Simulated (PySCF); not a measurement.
# HBr with other numerical set-ups

The method stays; parts of the set-up, such as the basis or the Hamiltonian, are changed.

Program: PySCF 2.14.0. Level of theory: method and basis as typed in the scripts. These are calculated values, not measurements.

## (1) The system as given

HBr: 2 atoms, charge 0, spin multiplicity 1.

Bond lengths: H1–Br2 1.507 Å.

## (2) The run that the others are compared with

input.py reads:

```python
from pyscf import gto, dft, tdscf

mol = gto.M(
    atom='H 0 0 0; Br 0 0 1.507',
    basis='jorge-dzp-dkh',
    charge=0,
    spin=0,
    verbose=4,
)
mf = dft.RKS(mol, xc='revpbe')
mf = mf.sfx2c1e()
mf.kernel()
td = tdscf.TDA(mf)
td.nstates = 6
td.kernel()
td.analyze()
mf.dip_moment()
print('orbital energies (hartree):', mf.mo_energy[..., max(0, mol.nelec[1]-3):mol.nelec[0]+3].round(4))
```

On the command line:

```sh
$ OMP_NUM_THREADS=1 python input.py
```

Its log is not repeated here.

Base result: E(SCF) = -2606.560581 Eh, 8 cycles, μ = 1.18 D, excitations 5.88, 5.88, 11.98, 15.71, 15.71 eV.

The bond length is a typed value, not an optimised one.

## (3) 6-31g* (X2C off)

Edit 1 changes basis set: jorge-dzp-dkh → 6-31g*; spin-free X2C: on → off.

input.py reads:

```python
from pyscf import gto, dft, tdscf

mol = gto.M(
    atom='H 0 0 0; Br 0 0 1.507',
    basis='6-31g*',
    charge=0,
    spin=0,
    verbose=4,
)
mf = dft.RKS(mol, xc='revpbe')
mf.kernel()
td = tdscf.TDA(mf)
td.nstates = 6
td.kernel()
td.analyze()
mf.dip_moment()
print('orbital energies (hartree):', mf.mo_energy[..., max(0, mol.nelec[1]-3):mol.nelec[0]+3].round(4))
```

On the command line:

```sh
$ OMP_NUM_THREADS=1 python input.py
```

## (4) Minao (X2C off)

Edit 2 changes basis set: jorge-dzp-dkh → minao; spin-free X2C: on → off.

input.py: that of step 2 with these lines changed.

```diff
@@ -4,3 +4,3 @@
     atom='H 0 0 0; Br 0 0 1.507',
-    basis='jorge-dzp-dkh',
+    basis='minao',
     charge=0,
@@ -10,3 +10,2 @@
 mf = dft.RKS(mol, xc='revpbe')
-mf = mf.sfx2c1e()
 mf.kernel()
```

## (5) Spin-free X2C off

Edit 3 changes spin-free X2C: on → off.

input.py: that of step 2 with these lines changed.

```diff
@@ -10,3 +10,2 @@
 mf = dft.RKS(mol, xc='revpbe')
-mf = mf.sfx2c1e()
 mf.kernel()
```

**Question.** What will these runs give? Wanted: for each run, E(SCF); from base; gap; SCF dipole; after the SCF.

The runs gave:

| run | E(SCF) (hartree) | from base (eV) | cycles | gap (eV) | SCF dipole (D) | functions | after the SCF |
| --- | --- | --- | --- | --- | --- | --- | --- |
| base | -2606.560581 | 0 | 8 | 5.54 | 1.18 | 48 | lowest root found 5.88 eV |
| 6-31g* (X2C off) | -2574.224224 | not comparable | 8 | 5.73 | 1.10 | 34 | lowest root found 6.15 eV |
| minao (X2C off) | -2574.526399 | not comparable | 5 | 6.04 | 0.93 | 19 | lowest root found 6.51 eV |
| spin-free X2C off (poor choice) | -2566.849117 | not comparable | 8 | 5.64 | 1.29 | 48 | lowest root found 5.99 eV |

What this shows: Rows marked «poor choice» come from settings spoiled on purpose.
